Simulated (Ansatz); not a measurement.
# CH7BN2OSe: the cost of one run

Method: RKS PBE-D4/def2-SVP, in Ansatz 0.2.0.

**1. Starting point**

Bond lengths: B1–O2 1.541 Å, O2–C3 1.408 Å, C3–N4 1.513 Å, C3–N5 1.495 Å, C3–Se6 1.945 Å, B1–H7 1.140 Å, B1–H8 1.191 Å, N4–H9 1.115 Å, N4–H10 0.993 Å, N5–H11 1.065 Å, N5–H12 1.013 Å, Se6–H13 1.561 Å. Angles (14 of 17 angles, heavy atoms first): B1–O2–C3 112.7°, O2–C3–N4 112.6°, O2–C3–N5 111.1°, O2–C3–Se6 109.4°, N4–C3–N5 105.6°, N4–C3–Se6 108.9°, N5–C3–Se6 109.0°, O2–B1–H7 119.1°, O2–B1–H8 116.4°, C3–N4–H9 104.9°, C3–N4–H10 113.9°, C3–N5–H11 106.6°, C3–N5–H12 108.4°, C3–Se6–H13 92.7°.

As a file:

```xyz
13

B     0.1200   -1.8596   -0.6347
O    -0.8699   -0.7052   -0.3839
C    -0.2601    0.4108    0.2201
N     0.3078    0.0952    1.5864
N     0.8954    0.8998   -0.5936
Se   -1.5651    1.8431    0.3940
H     0.2492   -2.6627    0.1637
H     0.6801   -1.8586   -1.6861
H    -0.5112   -0.4408    2.1213
H     1.0860   -0.5214    1.5656
H     1.2583    1.7762   -0.1095
H     0.5500    1.1831   -1.5026
H    -1.9202    1.8054   -1.1259
```

**2. End point A**

input.yaml reads:

```yaml
crystal:
  periodic: [false, false, false]
  atoms:
    - { symbol: B, position_ang: [0.12, -1.8596, -0.6347] }
    - { symbol: O, position_ang: [-0.8699, -0.7052, -0.3839] }
    - { symbol: C, position_ang: [-0.2601, 0.4108, 0.2201] }
    - { symbol: "N", position_ang: [0.3078, 0.0952, 1.5864] }
    - { symbol: "N", position_ang: [0.8954, 0.8998, -0.5936] }
    - { symbol: Se, position_ang: [-1.5651, 1.8431, 0.394] }
    - { symbol: H, position_ang: [0.2492, -2.6627, 0.1637] }
    - { symbol: H, position_ang: [0.6801, -1.8586, -1.6861] }
    - { symbol: H, position_ang: [-0.5112, -0.4408, 2.1213] }
    - { symbol: H, position_ang: [1.086, -0.5214, 1.5656] }
    - { symbol: H, position_ang: [1.2583, 1.7762, -0.1095] }
    - { symbol: H, position_ang: [0.55, 1.1831, -1.5026] }
    - { symbol: H, position_ang: [-1.9202, 1.8054, -1.1259] }
basis:
  gaussian: { orbitals: def2-SVP }
hamiltonian:
  xc: pbe
  dispersion: d4
relax:
  f_tol: 0.015
  max_steps: 40
output:
  orbitals: {}
```

Command:

```
> ansatz run input.yaml --threads 2 --pin off --max-ram 3072MiB --backend cpu --events-out ev --progress --plain --runs-dir out
```

What time and memory should one allow on 2 threads of Intel Xeon Platinum 8488C (Sapphire Rapids), shared host?

About 90 s, with a peak of 0.22 GiB.
